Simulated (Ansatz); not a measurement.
# AlBF₂H₂, SMILES F[B](F)[AlH2]: a short molecular-dynamics run

Computed with the Ansatz DFT code, driven from Python.

`albf2h2.xyz`
```text
6

F     1.56870   -1.59720   -0.07300
B     0.25110   -0.98370    0.31160
F    -0.68500   -1.73840    1.12730
Al   -0.18350    0.93270   -0.30790
H     0.74810    1.75360   -1.23830
H    -1.65720    1.56900    0.13420
```

At the Python prompt:
```pycon
>>> from dataclasses import dataclass
>>> import ansatz as az
>>> import numpy as np
>>> @dataclass
... class RunConfig:
...     basis_set: str = 'def2-SVP'
...     xc: str = 'hf'
...     n_steps: int = 40
...     temperature_k: int = 500
...
>>> cfg = RunConfig()
>>> mol = az.Crystal.molecule_from_extxyz('albf2h2.xyz')
>>> calculation = mol.calculation()
>>> calculation = calculation.basis(gaussian=cfg.basis_set).functional(cfg.xc)
>>> symbols = [site.symbol for site in mol.cartesian_sites]
>>> start = np.array([site.position_ang for site in mol.cartesian_sites], dtype=float)
>>> rep = calculation.relax(force_tolerance=0.02).run(threads=1).report

>>> end = np.array(rep['positions_ang'])
>>> minimum = az.Crystal.molecule()
>>> for symbol, place in zip(symbols, end):
...     minimum = minimum.atom(symbol, place.tolist())
...
>>> # dynamics from the relaxed geometry
>>> calculation = (
...     minimum.calculation()
...     .basis(gaussian=cfg.basis_set)  # atom-centred Gaussian functions
...     .functional(cfg.xc)
...     .md('nvt_langevin', timestep=0.5, steps=cfg.n_steps, temperature=cfg.temperature_k, initial_velocities='maxwell_boltzmann', seed=14, friction=0.05)
... )
>>> frames = []
>>> outcome = calculation.session().plan().execute(on_event=lambda e: frames.append(e['data']) if e['event'] == 'md_step' else None)
>>> print('t (fs)   E_pot (eV)      E_kin (eV)   T (K)   d(0-1) (A)')
t (fs)   E_pot (eV)      E_kin (eV)   T (K)   d(0-1) (A)
>>> for f in frames[::1]:
...     xyz = np.array(f['positions_ang'])
...     print(f'{f["time_fs"]:6.2f} {f["lagrangian_ev"]:14.5f} {f["e_kin_ev"]:10.5f} {f["temperature_k"]:8.1f} {np.linalg.norm(xyz[0] - xyz[1]):9.4f}')
...
  0.00   -12693.53403    0.32315    416.7    1.3171
  0.50   -12693.53007    0.29541    380.9    1.3208
  1.00   -12693.51838    0.25350    326.9    1.3239
  1.50   -12693.50232    0.23303    300.5    1.3274
  2.00   -12693.48325    0.25155    324.4    1.3316
  2.50   -12693.46271    0.28504    367.5    1.3355
  3.00   -12693.44558    0.25469    328.4    1.3389
  3.50   -12693.43251    0.20536    264.8    1.3415
  4.00   -12693.42447    0.18911    243.8    1.3429
  4.50   -12693.42000    0.18046    232.7    1.3435
  5.00   -12693.41681    0.19045    245.6    1.3435
  5.50   -12693.41569    0.26387    340.2    1.3425
  6.00   -12693.41872    0.29090    375.1    1.3405
  6.50   -12693.42116    0.30727    396.2    1.3381
  7.00   -12693.41803    0.34944    450.6    1.3356
  7.50   -12693.40883    0.30383    391.8    1.3330
  8.00   -12693.39249    0.28376    365.9    1.3312
  8.50   -12693.37241    0.27989    360.9    1.3294
  9.00   -12693.35215    0.28669    369.7    1.3260
  9.50   -12693.33320    0.31395    404.8    1.3216
 10.00   -12693.31733    0.31134    401.4    1.3174
 10.50   -12693.30373    0.34243    441.5    1.3131
 11.00   -12693.28987    0.33791    435.7    1.3082
 11.50   -12693.27859    0.32687    421.5    1.3026
 12.00   -12693.26902    0.37002    477.1    1.2965
 12.50   -12693.26101    0.31918    411.5    1.2906
 13.00   -12693.25575    0.27710    357.3    1.2853
 13.50   -12693.24499    0.33007    425.6    1.2795
 14.00   -12693.23034    0.30667    395.4    1.2737
 14.50   -12693.22419    0.30641    395.1    1.2696
 15.00   -12693.22723    0.29519    380.6    1.2673
 15.50   -12693.23760    0.31017    399.9    1.2665
 16.00   -12693.25285    0.30195    389.3    1.2671
 16.50   -12693.27089    0.28565    368.3    1.2687
 17.00   -12693.29253    0.31648    408.1    1.2708
 17.50   -12693.31697    0.32071    413.5    1.2736
 18.00   -12693.34421    0.39313    506.9    1.2774
 18.50   -12693.37210    0.40837    526.5    1.2819
 19.00   -12693.39706    0.40927    527.7    1.2865
 19.50   -12693.41999    0.55653    717.6    1.2910
 20.00   -12693.44175    0.58090    749.0    1.2965
>>> print('mean temperature', round(float(np.mean([f['temperature_k'] for f in frames])), 1), 'K')
mean temperature 400.9 K
```

Total energies depend on the basis set; only differences at equal settings carry meaning. The trajectory is only some femtoseconds long, so its temperature is not equilibrated; where the script doesn't relax first, it starts from a rough generated geometry. The printed temperature counts all 3N degrees of freedom under Langevin dynamics, so the first row lies under the target. The whole script took 51 s on 1 thread of Arm Neoverse V1, with other jobs on the host, peak memory 0.2 GiB.

(Lines on the test bed's own set-up are left out of the output.)
